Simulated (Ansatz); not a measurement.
Below is the output of a Python script on Ansatz's Python interface that makes a convergence test of the plane-wave cutoff of ZrTiB₄, space group P6/mmm. Write a script that gives it. Settings (first run): LDA, PAW, cutoff 250 eV, 9×9×4 k-points, Gaussian smearing of 0.1 eV. The script varies cutoff (eV): 250, 300, 350, 400.

```xyz
6
Lattice="3.0971 0.0000 0.0000 -1.5486 2.6822 0.0000 0.0000 0.0000 6.7945" Properties=species:S:1:pos:R:3 pbc="T T T"
Zr    0.0000    0.0000    3.3973
Ti    0.0000    0.0000    0.0000
B     0.0000    1.7881    5.2075
B     0.0000    1.7881    1.5870
B     1.5486    0.8941    5.2075
B     1.5486    0.8941    1.5870
```

```console
$ python zrtib4_ecut.py
DeckWarning: basis.ecutwfc = 250 eV is below the records' recommended 420 eV, and the density's cutoff is lower with it unless basis.ecutrho_ratio is high enough to keep the records' density cutoff: compare with a run at a higher cutoff
DeckWarning: basis.ecutwfc = 300 eV is below the records' recommended 420 eV, and the density's cutoff is lower with it unless basis.ecutrho_ratio is high enough to keep the records' density cutoff: compare with a run at a higher cutoff
DeckWarning: basis.ecutwfc = 350 eV is below the records' recommended 420 eV, and the density's cutoff is lower with it unless basis.ecutrho_ratio is high enough to keep the records' density cutoff: compare with a run at a higher cutoff
DeckWarning: basis.ecutwfc = 400 eV is below the records' recommended 420 eV, and the density's cutoff is lower with it unless basis.ecutrho_ratio is high enough to keep the records' density cutoff: compare with a run at a higher cutoff
 cutoff (eV)   F/atom (eV)    iterations       P (GPa)  max component (eV/A)   plane waves
         250   -1188.55253             7        -7.026                0.0349           485
         300   -1188.83258             6        -9.935                0.0106           661
         350   -1188.88342             6       -10.202                0.0035           849
         400   -1188.89468             6       -10.064                0.0004           995
250: +342.15 meV/atom
300: +62.11 meV/atom
350: +11.27 meV/atom
```
(Warnings from the package without file and line.)

One script that gives this output:

The script, `zrtib4_ecut.py`:
```python
# -*- coding: utf-8 -*-
'''Cutoff test for ZrTiB4.'''

import ansatz as az

zrtib4 = (
    az.Lattice.of([3.097125, 0.0, 0.0], [-1.548562, 2.682189, 0.0], [0.0, 0.0, 6.7945])
    .atom('Zr', [0.0, 0.0, 0.5])
    .atom('Ti', [0.0, 0.0, 0.0])
    .atom('B', [1 / 3, 2 / 3, 0.766429])
    .atom('B', [1 / 3, 2 / 3, 0.233571])
    .atom('B', [2 / 3, 1 / 3, 0.766429])
    .atom('B', [2 / 3, 1 / 3, 0.233571])
)

calculation = (
    zrtib4.calculation()
    .functional('LDA')
    .kpoints(9, 9, 4)
    .occupations('gaussian', width=0.1)
    .forces()
    .stress()
)

rows = []
for value in [250, 300, 350, 400]:
    r = calculation.basis(value).run(threads=1).report
    rows.append((value, r['free_energy_ev'] / len(r['lattice']['sites']), r['n_iterations'], sum(r['stress_gpa'][i][i] for i in range(3)) / 3, max(abs(f) for row in r['forces_ev_ang'] for f in row), r['n_pw']))

print(' cutoff (eV)   F/atom (eV)    iterations       P (GPa)  max component (eV/A)   plane waves')
for row in rows:
    print(f'{str(row[0]):>12s}  {row[1]:12.5f}  {row[2]:12d}  {row[3]:12.3f}  {row[4]:20.4f}  {row[5]:12d}')

# differences from the last row
for row in rows[:-1]:
    shift = 1000 * (row[1] - rows[-1][1])
    print(f'{row[0]}: {shift:+.2f} meV/atom' + ('  (within 1 meV)' if abs(shift) < 1 else ''))
```

What to keep in mind:
- For a metal this k-point mesh is coarse: on a finer one energies can move by several to tens of meV an atom and pressures by half a GPa or more, differences at one mesh by less.
- Pressure is positive in compression.
- The structure comes from a database of computed cells and needn't be a stable or known phase.
- Shifts are counted from the last row, which is itself no proven limit.
- Hardware and time: 12 s on 1 thread of AMD EPYC 7R43 64-Core Processor (Zen 3), with other jobs on the host, peak memory 0.43 GiB.
